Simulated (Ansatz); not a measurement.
# Ru: the order of phases at one pressure

Aim: bring Ru in several structures (bcc, hcp, beta tin, diamond, omega) to one pressure and rank them by enthalpy. The pressure is set by scaling the first phase. Methods of the runs shown: PAW.

Computed with Ansatz 0.2.0 (DFT, LDA, PAW with Ansatz's default frozen-core files, scalar-relativistic, unless a step's input says otherwise).

## Step 1: The structure to begin with

The structure is cubic, space group Im-3m (No. 229). Conventional cell: a = 2.969 Å, b = 2.969 Å, c = 2.969 Å, α = 90.00°, β = 90.00°, γ = 90.00°. Around Ru (site symmetry m-3m) lie 8 Ru at 2.57 Å.

As a file:

```xyz
1
Lattice="-1.4846 1.4846 1.4846 1.4846 -1.4846 1.4846 1.4846 1.4846 -1.4846" Properties=species:S:1:pos:R:3 pbc="T T T"
Ru    0.0000    0.0000    0.0000
```

## Step 2: Cell relaxed at zero pressure, PAW

input.yaml

```yaml
crystal:
  lattice:
    - [-1.4845828241, 1.4845828241, 1.4845828241]
    - [1.4845828241, -1.4845828241, 1.4845828241]
    - [1.4845828241, 1.4845828241, -1.4845828241]
  atoms:
    - { symbol: Ru, position: [0.0, 0.0, 0.0] }
kpoints:
  mp_grid: { grid: [20, 20, 20] }
scf:
  occupations: { method: fermi_dirac, width: 0.1 }
hamiltonian:
  xc: lda
  pseudopotentials: { kind: paw }
output:
  forces: true
  stress: true
  write_density: true
  write_potential: true
  elf: true
  volumetric_format: npy
relax:
  f_tol: 0.005
  max_steps: 40
  cell: {}
```

Launch:

```sh
$ ansatz run input.yaml --threads 1 --pin off --max-ram 3584MiB --backend cpu --events-out ev --progress --plain --runs-dir out
```

The runs that follow: Volume scaled by 0.708, to set the pressure, PAW; Bcc relaxed under pressure, PAW; Hcp relaxed under pressure, PAW; Beta tin relaxed under pressure, PAW; Diamond relaxed under pressure, PAW; Omega relaxed under pressure, PAW.

What does the calculation give? Wanted: pressure; lowest.

The runs gave:

| quantity | value |
| --- | --- |
| pressure | 250 GPa |
| lowest (PAW) | hcp, 549.6 meV/atom under omega |

By PAW the order is hcp < omega < bcc < beta tin < diamond. Only these structures were tried, with electrons smeared by 0.1 eV and without vibrations, so the true ground state may be another. The k meshes differ between phases and weren't tested, which can move differences by some meV.
